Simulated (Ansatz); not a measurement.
# C2H5BO: basis-set convergence

An exercise on one series of results from a longer session: the logs are not shown, and one member is left open.

The runs use Ansatz 0.2.0, Gaussian basis; one geometry, several basis sets.

Plan: PBE0-D4/def2-SVP; ωB97M-V/def2-SVP; PBE0-D4/def2-QZVPP; ωB97M-V/def2-QZVPP; the functionals' def2-TZVPP values are taken from earlier runs.

1 further run of the same task is left out (it didn't finish).

### The relaxed structure

An earlier PBE0-D4 in a triple-zeta def2 set relaxation fixed the geometry.

SMILES `B1CCO1`, 9 atoms, charge 0, spin multiplicity 1.

Atoms are counted from 1 here; the program's logs count them from 0.

Bond lengths: B1–C2 1.580 Å, B1–O4 1.364 Å, B1–H5 1.195 Å, C2–C3 1.533 Å, C2–H6 1.091 Å, C2–H7 1.091 Å, C3–O4 1.455 Å, C3–H8 1.092 Å, C3–H9 1.092 Å. Angles: C2–B1–O4 95.4°, C2–B1–H5 139.9°, O4–B1–H5 124.7°, B1–C2–C3 80.2°, B1–C2–H6 117.4°, B1–C2–H7 117.4°, C3–C2–H6 115.4°, C3–C2–H7 115.4°, H6–C2–H7 108.9°, C2–C3–O4 93.7°, C2–C3–H8 116.1°, C2–C3–H9 116.1°, O4–C3–H8 110.0°, O4–C3–H9 110.0°, H8–C3–H9 109.7°, B1–O4–C3 90.7°.

Set-up of the first run:

in.yaml reads:

```yaml
crystal:
  periodic: [false, false, false]
  atoms:
    - {symbol: B, position_ang: [-0.402612, 0.301683, -1.082045]}
    - {symbol: C, position_ang: [0.505963, 0.617021, 0.170982]}
    - {symbol: C, position_ang: [-0.098562, -0.719550, 0.617685]}
    - {symbol: O, position_ang: [-0.884824, -0.878513, -0.596209]}
    - {symbol: H, position_ang: [-0.696999, 0.772817, -2.139496]}
    - {symbol: H, position_ang: [0.236343, 1.479036, 0.782223]}
    - {symbol: H, position_ang: [1.586191, 0.614059, 0.021038]}
    - {symbol: H, position_ang: [-0.757563, -0.681319, 1.487167]}
    - {symbol: H, position_ang: [0.600562, -1.551536, 0.721455]}
basis:
  gaussian: {orbitals: def2-SVP}
hamiltonian: {xc: pbe0, dispersion: d4}
output: {orbitals: {seedname: orbitals}}
```

Among the steps run: PBE0-D4 in def2-SVP; ωB97M-V in def2-SVP; PBE0-D4 in def2-QZVPP; ωB97M-V in def2-QZVPP.

One of the session's tables, all rows but one given; the rest of the session is left out.

It belongs to the step «Functionals by basis». 

| functional | basis | HOMO (eV) | LUMO (eV) |
| --- | --- | --- | --- |
| PBE0-D4 | def2-SVP | -8.30 | 0.09 |
| PBE0-D4 | def2-TZVPP | -8.34 | -0.10 |
| PBE0-D4 | def2-QZVPP | ? | ? |
| ωB97M-V | def2-SVP | -10.60 | 2.20 |
| ωB97M-V | def2-TZVPP | -10.66 | 1.80 |
| ωB97M-V | def2-QZVPP | -10.67 | 1.53 |

Q: Estimate the row for PBE0-D4, def2-QZVPP from the others.

The run gave: HOMO (eV): -8.35; LUMO (eV): -0.16. In the column «HOMO (eV)» it lies between ωB97M-V, def2-SVP (-10.60) and PBE0-D4, def2-TZVPP (-8.34).
